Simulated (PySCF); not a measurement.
# NbH2: relaxation and vibrations of the quartet

Aim: relax NbH2 as a quartet from a linear start, check by its vibrations whether the end is a minimum, and collect its spectrum and constants.

Method: PBE, basis Nb def2-TZVP with ECP28, H def2-TZVP, scalar-relativistic core potentials, no spin–orbit coupling, density fitting; program: PySCF 2.14.0.

### 1 Starting geometry

3 atoms, charge 0, spin multiplicity 4.

Bond lengths: Nb1–H2 1.790 Å, Nb1–H3 1.790 Å. Angles: H2–Nb1–H3 180.0°.

Z-matrix (Å, degrees; charge 0 multiplicity 4):
```
Nb
H  1 1.7900
H  1 1.7900 2 180.00
```

### 2 The SCF at the typed geometry

One driver script runs all steps and calls PySCF; scf.py shows how it sets up the SCF of each step. The optimiser is the driver's own. After this first run the driver tries any further starts and a stability analysis.

The input, scf.py:

```python
from pyscf import gto, scf, dft
mol = gto.M(atom='''
Nb     0.000000     0.000000     0.000000
H      0.000000     0.000000     1.790000
H      0.000000     0.000000    -1.790000''',
    basis={'Nb': 'def2-TZVP', 'H': 'def2-TZVP'},
    ecp={'Nb': 'def2-TZVP'},
    charge=0, spin=3)
mf = dft.UKS(mol, xc='PBE')
mf.grids.atom_grid = (50, 194)
aux = {'Nb': 'def2-universal-JKFIT', 'H': 'def2-universal-JKFIT'}
mf = mf.density_fit(auxbasis=aux)
mf.conv_tol = 1e-08
mf.diis_space = 10
mf.max_cycle = 60
mf.init_guess = 'minao'
mf.verbose = 4
mf.kernel()
```

Started as:

```sh
$ OMP_NUM_THREADS=2 python axn.py task.json out
```

The program printed:

```text
init E= -51.8391083092899
[... the frontier-level lines of each cycle are left out ...]
cycle= 1 E= -55.815080033753  delta_E= -3.98  |g|= 1.83  |ddm|= 3.17
cycle= 2 E= -53.853967348201  delta_E= 1.96  |g|=  2.6  |ddm|= 6.39
cycle= 3 E= -57.8570293013607  delta_E=   -4  |g|= 0.464  |ddm|= 6.07
cycle= 4 E= -57.9707420754628  delta_E= -0.114  |g|= 0.177  |ddm|= 0.876
cycle= 5 E= -57.9931787057097  delta_E= -0.0224  |g|= 0.0281  |ddm|= 0.285
cycle= 6 E= -57.9937034476578  delta_E= -0.000525  |g|= 0.00816  |ddm|= 0.0533
cycle= 7 E= -57.9937542743404  delta_E= -5.08e-05  |g|= 0.000759  |ddm|= 0.0122
cycle= 8 E= -57.9937547469769  delta_E= -4.73e-07  |g|= 0.000132  |ddm|= 0.0015
cycle= 9 E= -57.99375476013  delta_E= -1.32e-08  |g|= 3.89e-05  |ddm|= 0.00036
cycle= 10 E= -57.9937547612809  delta_E= -1.15e-09  |g|= 3.5e-06  |ddm|= 7.2e-05
Extra cycle  E= -57.9937547612817  delta_E= -7.67e-13  |g|= 4.06e-06  |ddm|= 1.16e-05
converged SCF energy = -57.9937547612817  <S^2> = 3.7532284  2S+1 = 4.0016139
```

This step, with its further starts and checks, ran for 5.7 s (2 threads of Arm Neoverse V1, shared host).

The starts that the driver tried:

| start | energy (Eh) |
| --- | --- |
| the minimal-basis guess | -57.993755 |
| a thermally smeared density | -57.993755 |
| a smeared PBE density | -57.993755 |

This is not the lowest solution: one lies 5.2 kJ/mol lower, at -57.99574 Eh, and the relaxation starts from that.

### 3 Linear start, quartet: relaxation

The program finds D∞h symmetry in the start, which this walk keeps. Threshold on the gradient: 0.0003 Eh/bohr, with a further test on the energy change.

Changes to scf.py since step 2:

```diff
@@ -16 +15,0 @@
-mf.init_guess = 'minao'
```

Steps of the walk:

| step | energy (Eh) | change (kJ/mol) | largest symmetric gradient (Eh/bohr) |
| --- | --- | --- | --- |
| 0 | -57.995740 | 0.00 | 0.02613 |
| 1 | -57.999521 | -9.93 | 0.01264 |
| 2 | -58.000843 | -13.40 | 0.00222 |
| 3 | -58.000890 | -13.52 | 0.00022 |
| 4 | -58.000890 | -13.52 | 0.00000 |

The walk took 3.1 s.

Geometry (Å) and forces (eV/Å) at some steps:

```
step 0
Nb   0.000   0.000   0.000   0.000   0.000   0.000
H    0.000   0.000   1.790  -0.001   0.000   1.344
H    0.000   0.000  -1.790   0.001   0.000  -1.344
step 1
Nb   0.000   0.000   0.000   0.000   0.000   0.000
H    0.000   0.000   1.842   0.000   0.000   0.650
H    0.000   0.000  -1.842   0.000   0.000  -0.650
step 2
Nb   0.000   0.000   0.000   0.000   0.000   0.000
H    0.000   0.000   1.890   0.000   0.000   0.114
H    0.000   0.000  -1.890   0.000   0.000  -0.114
step 3
Nb   0.000   0.000   0.000   0.000   0.000   0.000
H    0.000   0.000   1.900   0.000   0.000   0.011
H    0.000   0.000  -1.900   0.000   0.000  -0.011
step 4
Nb   0.000   0.000   0.000   0.000   0.000   0.000
H    0.000   0.000   1.902   0.000   0.000   0.000
H    0.000   0.000  -1.902   0.000   0.000   0.000
```

After 4 steps and 13.5 kJ/mol it ends at D∞h: Nb–H 1.902 Å (×2); H–Nb–H 180.0°.

### 4 Hessian and properties

On the finer grid the gradient is checked again; gradients at displacements of ±0.02 bohr then give force constants and infrared intensities.

Changes to scf.py since step 3:

```diff
@@ -4,2 +4,2 @@
-H      0.000000     0.000000     1.790000
-H      0.000000     0.000000    -1.790000''',
+H      0.000000    -0.000000     1.901571
+H     -0.000000     0.000000    -1.901571''',
@@ -10 +10 @@
-mf.grids.atom_grid = (50, 194)
+mf.grids.atom_grid = (75, 302)
@@ -13 +13 @@
-mf.conv_tol = 1e-08
+mf.conv_tol = 1e-10
```

The driver hands on the density of the step before, so the log starts near convergence.

Log of the central SCF (cycles and frontier levels):

```text
init E= -58.0008826851269
[... the frontier-level lines of each cycle are left out ...]
cycle= 1 E= -58.0008826862899  delta_E= -1.16e-09  |g|= 7.27e-06  |ddm|= 0.000111
cycle= 2 E= -58.0008826874561  delta_E= -1.17e-09  |g|= 7.28e-06  |ddm|= 0.000111
cycle= 3 E= -58.0008826867672  delta_E= 6.89e-10  |g|= 7.28e-06  |ddm|= 6.55e-05
cycle= 4 E= -58.0008826876972  delta_E= -9.3e-10  |g|= 7.28e-06  |ddm|= 8.84e-05
cycle= 5 E= -58.0008826878709  delta_E= -1.74e-10  |g|= 7.29e-06  |ddm|= 1.65e-05
cycle= 6 E= -58.0008826879804  delta_E= -1.09e-10  |g|= 7.29e-06  |ddm|= 1.04e-05
cycle= 7 E= -58.000882688037  delta_E= -5.65e-11  |g|= 7.29e-06  |ddm|= 5.37e-06
Extra cycle  E= -58.000882689208  delta_E= -1.17e-09  |g|= 7.3e-06  |ddm|= 0.000111
converged SCF energy = -58.000882689208  <S^2> = 3.7544773  2S+1 = 4.002238
```

The whole step took 25 s.

Geometry: D∞h; Nb–H 1.902 Å (×2); H–Nb–H 180.0°.

Modes, for the most abundant isotopes:

```
ω (cm⁻¹)  IR (km/mol)  μ (u)     type
   1400i         1208   1.03     bend
   1399i         1208   1.03     bend
    1442         1152   1.03  stretch
    1628          0.0   1.01  stretch
```

2 modes are imaginary, the largest at 1400i cm⁻¹: a saddle point, not a minimum.

Here the density breaks the symmetry of the frame, and no labels are given; pairs that should be degenerate can split.

Properties at this point:

- Dipole moment: 0.00 D
- Highest occupied level: -5.67 eV
- Lowest empty level: -5.09 eV
- Rotational constants: 2.313 cm⁻¹
- Zero-point energy (real modes): 18.4 kJ/mol
- Principal polarisabilities: 60.2, 62.3, 62.3 bohr³
- Atomisation energy without zero-point energy: 428 kJ/mol
- Principal traceless quadrupole moments about the centre of mass: -12.62, 6.31, 6.31 D Å
- Spin squared ⟨S²⟩: 3.754

Charges (e) and bond orders:

```tsv
atom	Mulliken	Löwdin	polar tensor	spin (Mulliken)	Mayer order to Nb1
Nb1	0.38	0.40	1.55	3.10	–
H2,3	-0.19	-0.20	-0.78	-0.05	0.87
```

Outer orbital energies (eV). α occupied: -38.25, -38.25, -38.06, -8.25, -5.81, -5.81, -5.71, -5.67; empty: -5.09, -5.09, -1.84, -1.84. β occupied: -61.31, -36.95, -36.48, -36.48, -7.93, -5.71; empty: -4.03, -4.03, -3.60, -3.28.

Mulliken populations on Nb1 (outside its core potential): s 3.00, p 6.50, d 3.12, f 0.01.

### 5 Following the imaginary mode

The atoms are moved a little along the softest imaginary mode and relaxed again.

The program finds C2v symmetry in the start, which this walk keeps.

Changes to scf.py since step 4:

```diff
@@ -3,3 +3,3 @@
-Nb     0.000000     0.000000     0.000000
-H      0.000000    -0.000000     1.901571
-H     -0.000000     0.000000    -1.901571''',
+Nb     0.002603     0.000021    -0.000000
+H     -0.119996    -0.000953     1.901571
+H     -0.119996    -0.000953    -1.901571''',
@@ -10 +10 @@
-mf.grids.atom_grid = (75, 302)
+mf.grids.atom_grid = (50, 194)
@@ -13 +13 @@
-mf.conv_tol = 1e-10
+mf.conv_tol = 1e-08
```

The optimiser's trace:

| step | energy (Eh) | change (kJ/mol) | largest symmetric gradient (Eh/bohr) |
| --- | --- | --- | --- |
| 0 | -58.003983 | 0.00 | 0.02236 |
| 1 | -58.016284 | -32.30 | 0.02497 |
| 2 | -58.027263 | -61.12 | 0.02119 |
| 3 | -58.034503 | -80.13 | 0.02099 |
| 4 | -58.040148 | -94.95 | 0.01228 |
| 5 | -58.042296 | -100.59 | 0.00470 |
| 6 | -58.042412 | -100.89 | 0.00039 |
| 7 | -58.042414 | -100.90 | 0.00004 |

The walk took 7.7 s.

End point (C2v, 7 steps, 100.9 kJ/mol gained): Nb–H 1.781 Å (×2); H–Nb–H 116.0°.

### 6 Is it a minimum? Harmonic modes

The same treatment as at the point before.

Changes to scf.py since step 5:

```diff
@@ -3,3 +3,3 @@
-Nb     0.002603     0.000021    -0.000000
-H     -0.119996    -0.000953     1.901571
-H     -0.119996    -0.000953    -1.901571''',
+Nb     0.020039     0.000159    -0.000000
+H     -0.923654    -0.007339     1.510641
+H     -0.923654    -0.007339    -1.510641''',
@@ -10 +10 @@
-mf.grids.atom_grid = (50, 194)
+mf.grids.atom_grid = (75, 302)
@@ -13 +13 @@
-mf.conv_tol = 1e-08
+mf.conv_tol = 1e-10
```

SCF at the final geometry:

```text
init E= -58.0424174619411
[... the frontier-level lines of each cycle are left out ...]
cycle= 1 E= -58.0424174619407  delta_E= 3.69e-13  |g|= 1.1e-06  |ddm|= 2.86e-06
Extra cycle  E= -58.0424174619378  delta_E= 2.87e-12  |g|= 2.33e-06  |ddm|= 4.74e-06
converged SCF energy = -58.0424174619378  <S^2> = 3.7677358  2S+1 = 4.0088581
```

The whole step ran for 14 s (2 threads of Arm Neoverse V1, shared host).

Geometry: C2v; Nb–H 1.781 Å (×2); H–Nb–H 116.0°.

Modes, for the most abundant isotopes:

| ω (cm⁻¹) | IR (km/mol) | type |
| --- | --- | --- |
| 619 | 82.1 | bend |
| 1467 | 984 | stretch |
| 1716 | 101 | stretch |

Every mode is real; the point is a minimum.

The SCF density has lower symmetry than the nuclear frame, so the modes carry no labels.

Properties at this point:

```yaml
Dipole_moment: 2.36 D
Highest_occupied_level: -4.22 eV
Lowest_empty_level: -4.02 eV
Rotational_constants: 9.594, 3.665, 2.652 cm⁻¹
Zero-point_energy: 22.7 kJ/mol
Principal_polarisabilities: 60.5, 66.1, 68.9 bohr³
Atomisation_energy_without_zero-point_energy: 537 kJ/mol
Principal_traceless_quadrupole_moments_about_the_centre_of_mass: -2.75, -0.36, 3.11 D Å
Entropy_at_298.15_K_and_1_bar_electronic_part_spin_only: 238.1 J/(mol K)
Heat_capacity_Cp_at_298.15_K: 37.9 J/(mol K)
Enthalpy_at_298.15_K_above_0_K: 10.33 kJ/mol
Rotational_symmetry_number: 2
Spin_squared_⟨S²⟩: 3.768
```

Charges (e) and bond orders:

```json
{"atom": "Nb1", "Mulliken": "0.28", "Löwdin": "0.20", "polar tensor": "0.82", "spin (Mulliken)": "3.19", "Mayer order to Nb1": "–"}
{"atom": "H2,3", "Mulliken": "-0.14", "Löwdin": "-0.10", "polar tensor": "-0.41", "spin (Mulliken)": "-0.10", "Mayer order to Nb1": "0.98"}
```

Mulliken populations on Nb1 (outside its core potential): s 2.89, p 6.17, d 3.65, f 0.01.

### 7 All stationary points

| spin | group | bonds | imaginary modes (cm⁻¹) | ΔE (kJ/mol) | with zero-point energy |
| --- | --- | --- | --- | --- | --- |
| quartet | C2v (density of lower symmetry) | Nb–H 1.781 Å (×2) | none | 0.0 | 0.0 |
| quartet | D∞h (density of lower symmetry) | Nb–H 1.902 Å (×2) | 1400i, 1399i | 109.0 | – |

### 8 Summary of results

| quantity | value |
| --- | --- |
| minimum | quartet, C2v |
| geometry | Nb–H 1.781 Å (×2); H–Nb–H 116.0° |
| wavenumbers (cm⁻¹) | 619, 1467, 1716 |
| dipole moment | 2.36 D |
| highest occupied, lowest empty level (either spin) | -4.22, -4.02 eV |
| polar-tensor charge of Nb1 | +0.82 e |
| zero-point energy | 22.7 kJ/mol |
| entropy at 298.15 K | 238.1 J/(mol K) |
| atomisation energy (no zero-point energy) | 537 kJ/mol |
| ⟨S²⟩ | 3.768 |

**Reading.** The linear start (D∞h) ends in a minimum of C2v symmetry, after a stop at a second-order saddle point 109.0 kJ/mol higher, from which it was pushed off along an imaginary mode. In the infrared the band at 1467 cm⁻¹ (stretch) leads. Most of the spin sits on Nb1 (Mulliken spin 3.19, against 3 for the whole molecule). The first SCF alone would have been 5 kJ/mol too high. Only this shape and spin were tried, so other structures or states may lie lower. The SCF density has lower symmetry than the nuclear frame. Open d and f shells are described by one determinant, and the ground state may have another occupation or spin.

The search up to here took 56 s.
